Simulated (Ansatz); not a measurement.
Working through a test of the smearing width of ScGa, space group Cmcm

With the Ansatz DFT code, driven from Python.

At the Python prompt:
```pycon
>>> import csv
>>> import ansatz as az
>>> ECUT = 450
>>> FUNCTIONAL = "PBEsol"
>>> lattice = az.Lattice.of(
...     (2.011, -5.1025, 0.0),
...     (2.011, 5.1025, 0.0),
...     (0.0, 0.0, 3.895),
... )
>>> sites = [
...     ("Sc", (0.862, 0.138, 0.25)),
...     ("Sc", (0.138, 0.862, 0.75)),
...     ("Ga", (0.583, 0.417, 0.25)),
...     ("Ga", (0.417, 0.583, 0.75)),
... ]
>>> scga = az.Crystal(lattice=lattice)
>>> for symbol, position in sites:
...     scga = scga.atom(symbol, position)
...
>>> [site.symbol for site in scga.resolved().sites]
['Sc', 'Sc', 'Ga', 'Ga']
>>> base = (
...     scga.calculation()
...     .kpoints(6, center="gamma")
...     .basis(ECUT)
...     .functional(FUNCTIONAL)
...     .stress()
... )
>>> rows = []
>>> for value in [0.25, 0.15, 0.1, 0.05, 0.025]:
...     rep = base.occupations("methfessel_paxton", width=value).run(threads=1, pin="off").report
...     rows.append((value, rep["free_energy_ev"] / len(rep["lattice"]["sites"]), rep["n_iterations"], sum(rep["stress_gpa"][i][i] for i in range(3)) / 3, rep["n_kpoints"]))
...
>>> with open("smear.csv", "w", newline="") as handle:
...     writer = csv.writer(handle)
...     writer.writerow(["width (eV)", "F/atom (eV)", "iterations", "P (GPa)", "k-points"])
...     writer.writerows([round(v, 5) if isinstance(v, float) else v for v in row] for row in rows)
...
52
>>> # differences from the last row
>>> for row in rows[:-1]:
...     shift = 1000 * (row[1] - rows[-1][1])
...     print(f"{row[0]}: {shift:+.2f} meV/atom" + ("  (within 1 meV)" if abs(shift) < 1 else ""))
...
0.25: -3.22 meV/atom
0.15: -1.33 meV/atom
0.1: -0.56 meV/atom  (within 1 meV)
0.05: -0.12 meV/atom  (within 1 meV)
```

It writes `smear.csv`:
```csv
width (eV),F/atom (eV),iterations,P (GPa),k-points
0.25,-2927.91875,7,-2.4268,52
0.15,-2927.91686,7,-2.42839,52
0.1,-2927.91609,7,-2.43666,52
0.05,-2927.91565,7,-2.4436,52
0.025,-2927.91553,7,-2.44391,52
```

Going from 0.025 to 0.25 eV changes F by -3.2 meV an atom. This scheme is built to cancel the term in the square of the width, but that needs a smooth density of states and a fine mesh, and here a sizeable shift remains. The pressure moves from -2.44 to -2.43 GPa.

What to keep in mind:
- The mesh is modest for a metal, so energies can be off by several to tens of meV an atom and pressures by half a GPa or more; differences at equal mesh fare better.
- The narrowest width needs the finest mesh, so the last row is no converged reference.
- Pressure is positive in compression.
- The structure is a deposited one; some such entries were measured under pressure or heat, so a shift against it needn't be the functional's error alone.
- The whole script took 40 s on 1 thread of Arm Neoverse V1, with other jobs on the host, peak memory 0.47 GiB.
